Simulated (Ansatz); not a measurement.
**C9H22Ge: a ladder of functionals and wavefunction methods**

An exercise on one series of results from a longer session: the logs are not shown, and one member is left open.

The runs use Ansatz 0.2.0, Gaussian basis; functionals in def2-TZVPP, the program's frozen cores in correlated methods.

Levels to be run: LDA (SPW92), PBE-D4, revPBE-D4, BLYP-D4, r2SCAN-D4, B97M-V, PBE0-D4, B3LYP-D4, r2SCANh-D4, r2SCAN0-D4, HSE06-D4, BHLYP-D4, CAM-B3LYP-D4, LC-ωPBE, ωB97X-V, ωB97M-V, B2PLYP, PBE-QIDH; CCSD(T)/def2-SVP; CCSD(T)/def2-TZVPP; MP2/def2-QZVPP; extrapolation to the limit; RPA on PBE.

**The geometry**

An earlier PBE0-D4 in a triple-zeta def2 set relaxation fixed the geometry.

SMILES `C[CH](C)[GeH]([CH](C)C)[CH](C)C`, 32 atoms, charge 0, spin multiplicity 1.

Atoms are counted from 1 here; the program's logs count them from 0.

Bond lengths: C1–C2 1.523 Å, C1–H11 1.093 Å, C1–H12 1.094 Å, C1–H13 1.096 Å, C2–C3 1.523 Å, C2–Ge4 1.978 Å, C2–H14 1.096 Å, C3–H15 1.095 Å, C3–H16 1.096 Å, C3–H17 1.093 Å, Ge4–C5 1.983 Å, Ge4–C8 1.978 Å, Ge4–H18 1.554 Å, C5–C6 1.523 Å, C5–C7 1.524 Å, C5–H19 1.097 Å, C6–H20 1.096 Å, C6–H21 1.094 Å and more. Angles: C2–C1–H11 112.3°, C2–C1–H12 111.3°, C2–C1–H13 111.0°, H11–C1–H12 107.6°, H11–C1–H13 107.5°, H12–C1–H13 106.9°, C1–C2–C3 111.4°, C1–C2–Ge4 112.0°, C1–C2–H14 108.5°, C3–C2–Ge4 111.2°, C3–C2–H14 108.2°, Ge4–C2–H14 105.2°, C2–C3–H15 111.4°, C2–C3–H16 111.0°, C2–C3–H17 112.0°, H15–C3–H16 107.0°, H15–C3–H17 107.5°, H16–C3–H17 107.7° and more.

The first run:

in.yaml

```yaml
crystal:
  periodic: [false, false, false]
  atoms:
    - {symbol: C, position_ang: [1.417099, -0.769036, 2.081153]}
    - {symbol: C, position_ang: [0.884775, 0.614182, 1.730476]}
    - {symbol: C, position_ang: [0.036652, 1.185613, 2.858381]}
    - {symbol: Ge, position_ang: [-0.108342, 0.614518, 0.019513]}
    - {symbol: C, position_ang: [-1.713498, -0.543672, 0.143925]}
    - {symbol: C, position_ang: [-2.874529, 0.001697, -0.677805]}
    - {symbol: C, position_ang: [-1.404886, -1.989731, -0.225292]}
    - {symbol: C, position_ang: [1.076228, 0.069822, -1.467324]}
    - {symbol: C, position_ang: [0.381260, 0.219158, -2.814432]}
    - {symbol: C, position_ang: [2.382084, 0.852623, -1.434222]}
    - {symbol: H, position_ang: [2.044822, -1.185882, 1.288778]}
    - {symbol: H, position_ang: [0.600411, -1.474890, 2.261188]}
    - {symbol: H, position_ang: [2.019613, -0.738023, 2.995859]}
    - {symbol: H, position_ang: [1.736907, 1.284569, 1.568296]}
    - {symbol: H, position_ang: [-0.843374, 0.563919, 3.051378]}
    - {symbol: H, position_ang: [0.605953, 1.233075, 3.793551]}
    - {symbol: H, position_ang: [-0.316370, 2.195272, 2.633424]}
    - {symbol: H, position_ang: [-0.572111, 2.071361, -0.256934]}
    - {symbol: H, position_ang: [-2.003025, -0.514831, 1.201341]}
    - {symbol: H, position_ang: [-3.766378, -0.623996, -0.557575]}
    - {symbol: H, position_ang: [-2.636726, 0.022394, -1.745470]}
    - {symbol: H, position_ang: [-3.138960, 1.020085, -0.384131]}
    - {symbol: H, position_ang: [-0.599583, -2.412462, 0.380280]}
    - {symbol: H, position_ang: [-1.106130, -2.079689, -1.273723]}
    - {symbol: H, position_ang: [-2.288104, -2.623477, -0.087429]}
    - {symbol: H, position_ang: [1.301374, -0.991305, -1.306844]}
    - {symbol: H, position_ang: [0.093118, 1.258916, -2.997599]}
    - {symbol: H, position_ang: [-0.523855, -0.388845, -2.884161]}
    - {symbol: H, position_ang: [1.044125, -0.083806, -3.632974]}
    - {symbol: H, position_ang: [3.039952, 0.551387, -2.257295]}
    - {symbol: H, position_ang: [2.932275, 0.701370, -0.502258]}
    - {symbol: H, position_ang: [2.203219, 1.927380, -1.540974]}
basis:
  gaussian: {orbitals: def2-TZVPP}
hamiltonian: {xc: lda}
output: {orbitals: {seedname: orbitals}}
```

On the command line:

```sh
$ ansatz run in.yaml --threads 11 --pin off --events-out ev --progress --plain --max-ram 110592MiB --backend cuda --devices 0, --max-vram 75GiB
```

Steps of the session up to this table: LDA; PBE-D4 (GGA); revPBE-D4 (GGA); BLYP-D4 (GGA); r2SCAN-D4 (meta-GGA); B97M-V (meta-GGA); B3LYP-D4 (hybrid); r2SCANh-D4 (hybrid); r2SCAN0-D4 (hybrid); HSE06-D4 (hybrid); BHLYP-D4 (hybrid); CAM-B3LYP-D4 (range-separated); LC-ωPBE (range-separated); ωB97X-V (range-separated); ωB97M-V (range-separated); B2PLYP (double hybrid); PBE-QIDH (double hybrid).

One of the session's tables, all rows but one given; the rest of the session is left out.

It belongs to the step «Frontier levels by functional». 

```
  functional  HOMO (eV)  LUMO (eV)  gap (eV)
 LDA (SPW92)      -6.14      -0.12      6.02
      PBE-D4          ?          ?         ?
   revPBE-D4      -5.99       0.28      6.27
     BLYP-D4      -5.93       0.18      6.11
   r2SCAN-D4      -6.26       0.70      6.96
      B97M-V      -6.38       0.18      6.56
     PBE0-D4      -7.21       0.94      8.15
    B3LYP-D4      -7.03       0.64      7.67
  r2SCANh-D4      -6.69       0.95      7.65
  r2SCAN0-D4      -7.35       1.31      8.66
    HSE06-D4      -6.81       0.57      7.39
    BHLYP-D4      -8.31       1.60      9.91
CAM-B3LYP-D4      -8.53       1.75     10.27
     LC-ωPBE      -9.81       3.04     12.85
     ωB97X-V      -9.50       2.78     12.28
     ωB97M-V      -9.38       2.39     11.77
```

**Question.** Estimate the row for PBE-D4.

The run gave: HOMO (eV): -6.04; LUMO (eV): 0.14; gap (eV): 6.18. In the column «HOMO (eV)» it lies between LDA (SPW92) (-6.14) and revPBE-D4 (-5.99).
